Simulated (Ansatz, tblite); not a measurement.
# ZrTeSe with GFN2-xTB from a Python script

These are simulated results from tblite 0.8.0, not measurements. The cell was built from a prototype and was relaxed with r2SCAN in plane waves (Ansatz 0.2.0). It may be hypothetical. It is a single sheet, repeated along a and b, with vacuum along c. All runs are without spin polarisation.

In-plane lattice: a = 3.827 Å, b = 3.827 Å, γ = 120.0°; thickness between the outer nuclei 3.50 Å. Zr has 3 Se at 2.70 Å and 3 Te at 2.95 Å; Se has 3 Zr at 2.70 Å; Te has 3 Zr at 2.95 Å.

tblite solves periodic systems at the zone centre alone, so the script builds a cluster of 3×3×1 conventional cells (27 atoms), which folds in a coarse mesh of k points.

run.py reads:

```python
import json
from ase import Atoms
from ase.build import make_supercell
from ase.units import Bohr, GPa, Hartree
from tblite.interface import Calculator

atoms = Atoms(['Zr', 'Se', 'Te'],
              cell=[[3.82744, 0.0, 0.0], [-1.91372, 3.31466, -0.0], [0.0, -0.0, 31.629314]],
              scaled_positions=[[0.333333, 0.666667, 0.288678], [0.666667, 0.333333, 0.337853], [0.666667, 0.333333, 0.227108]],
              pbc=True)
cluster = make_supercell(atoms, [[3, 0, 0], [0, 3, 0], [0, 0, 1]])
calc = Calculator('GFN2-xTB', cluster.numbers, cluster.positions / Bohr, lattice=cluster.cell[:] / Bohr, periodic=cluster.pbc)
calc.set('temperature', 0.02 / Hartree)
calc.set('max-iter', 150)
res = calc.singlepoint()
levels = res.get('orbital-energies') * Hartree
nv = round(res.get('orbital-occupations').sum() / 2)
cells = len(cluster) // len(atoms)
out = {'energy_per_cell': res.get('energy') * Hartree / cells, 'homo': levels[nv - 1], 'lumo': levels[nv],
       'stress': (-res.get('virial') * Hartree / cluster.get_volume() / GPa).tolist(), 'charges': res.get('charges')[:len(atoms)].tolist(), 'electrons': 2 * nv / cells}
json.dump(out, open('results.json', 'w'))
for key, value in out.items():
    print(key, value)
```

Command: `python run.py`. It took 1.9 s on 1 thread of Arm Neoverse V1 (shared host), peak memory 0.098 GiB.

Output:

```
------------------------------------------------------------
  cycle        total energy    energy error   density error
------------------------------------------------------------
      1     -69.81736548916  -7.0035422E+01   1.1015194E+00
      2     -19.64033171123   5.0177034E+01   1.0415477E+00
      3      240.3561670958   2.5999650E+02   3.3499554E+00
      4     -31.91103249090  -2.7226720E+02   1.3126113E+00
      5      148.9210654498   1.8083210E+02   3.2975545E+00
      6     -60.65873443836  -2.0957980E+02   6.5398424E-01
      7     -55.63115681800   5.0275776E+00   4.8140163E-01
      8     -67.24595211308  -1.1614795E+01   3.4986831E-01
      9     -69.54103213201  -2.2950800E+00   2.9200700E-01
     10     -68.57040518730   9.7062694E-01   3.2504908E-01
     11     -71.73677862408  -3.1663734E+00   1.8585267E-01
     12     -70.67401030884   1.0627683E+00   1.7087939E-01
     13     -70.57005674572   1.0395356E-01   1.7087352E-01
     14     -70.73043173961  -1.6037499E-01   1.6461738E-01
     15     -71.83741711183  -1.1069854E+00   1.1816342E-01
     16     -71.72577433614   1.1164278E-01   1.0879754E-01
     17     -71.58152289640   1.4425144E-01   1.0765227E-01
     18     -71.64302453521  -6.1501639E-02   9.5520046E-02
     19     -71.82786294817  -1.8483841E-01   6.5954241E-02
     20     -71.83682356351  -8.9606153E-03   4.8002610E-02
     21     -71.84418550300  -7.3619395E-03   3.6540753E-02
     22     -71.85022826621  -6.0427632E-03   1.6776464E-02
     23     -71.84616563567   4.0626305E-03   1.9539143E-02
     24     -71.83993992493   6.2257107E-03   2.5563994E-02
     25     -71.83823212675   1.7077982E-03   2.8165543E-02
     26     -71.83753267967   6.9944708E-04   3.1858484E-02
     27     -71.83652403462   1.0086450E-03   2.9209028E-02
     28     -71.84204676265  -5.5227280E-03   3.0345383E-02
     29     -71.84587412912  -3.8273665E-03   3.6371305E-02
     30     -71.84349209264   2.3820365E-03   3.8848486E-02
     31     -71.84295237336   5.3971927E-04   3.9125396E-02
     32     -71.84484155463  -1.8891813E-03   3.7931938E-02
     33     -71.84909404911  -4.2524945E-03   2.6493304E-02
     34     -71.84945135000  -3.5730088E-04   1.0190804E-02
     35     -71.85030820520  -8.5685520E-04   4.5123006E-03
     36     -71.85038247078  -7.4265580E-05   3.0581168E-03
     37     -71.85044196525  -5.9494471E-05   6.8037325E-04
     38     -71.85043424296   7.7222878E-06   8.1440005E-04
     39     -71.85043357903   6.6393555E-07   7.6952542E-04
     40     -71.85044049146  -6.9124286E-06   5.0129469E-04
     41     -71.85044531546  -4.8240067E-06   2.4136519E-04
     42     -71.85044433765   9.7781312E-07   2.7325807E-04
     43     -71.85044394502   3.9262933E-07   2.9650117E-04
     44     -71.85044874118  -4.7961558E-06   1.0694026E-04
     45     -71.85044790802   8.3315832E-07   2.1950529E-04
     46     -71.85044874278  -8.3476110E-07   2.3482747E-04
     47     -71.85044872456   1.8216753E-08   1.4740547E-04
     48     -71.85044841166   3.1290399E-07   9.2133366E-05
     49     -71.85044867256  -2.6090008E-07   9.6339092E-05
     50     -71.85044874749  -7.4927115E-08   1.1963722E-04
     51     -71.85044874130   6.1863403E-09   1.1968974E-04
     52     -71.85044874264  -1.3391883E-09   1.2200201E-04
     53     -71.85044872823   1.4412237E-08   1.4535562E-04
     54     -71.85044878770  -5.9471759E-08   4.1715731E-05
     55     -71.85044879360  -5.9004037E-09   4.8207356E-05
     56     -71.85044877456   1.9044109E-08   2.0965401E-05
     57     -71.85044878456  -1.0006985E-08   1.4283959E-05
------------------------------------------------------------

 total:                                   1.116 sec
energy_per_cell -217.23892198897354
homo -12.764778149873177
lumo -12.295674185177168
stress [[1.7425724579849207, 5.801355778847189e-06, 1.7386320785171414e-06], [5.801355778887997e-06, 1.7425798597875655, -1.035032397165844e-06], [1.7386320785662365e-06, -1.0350323972566867e-06, -0.15867069227771963]]
charges [0.6993396705915491, -0.5994604837151838, -0.0998807088060708]
electrons 16.0
```

The cycle table is in hartree for the whole cluster, and the lines after it are in eV (the energy for one cell). The printed stress is in GPa and positive in compression, and the pressure is its mean diagonal, here averaged over the vacuum too.

GFN2-xTB gives a gap of 0.47 eV. On the same cell, plane-wave PBE (Ansatz, 12×12×1 k points and the special points) gives a gap of 0.49 eV and r2SCAN a gap of 0.75 eV; on shared hosts these took about 29 and 71 core-seconds on the 3-atom cell, against 1.9 for the script. Spin-orbit coupling, left out in all these runs, can cut or reorder the gap by tenths of an eV, up to about 1 eV with Pb or Bi. xTB was fitted to molecules, so gaps, charges and pressures of solids can be far off, and the gap also depends on the size of the cluster.

xTB was fitted mostly to molecules, and a small cluster samples few k points, so gaps, pressures and kinks along a curve can be far from a solid's.

No spin-orbit coupling is included; it can move band edges with weight on the heavy atoms by tenths of an eV.
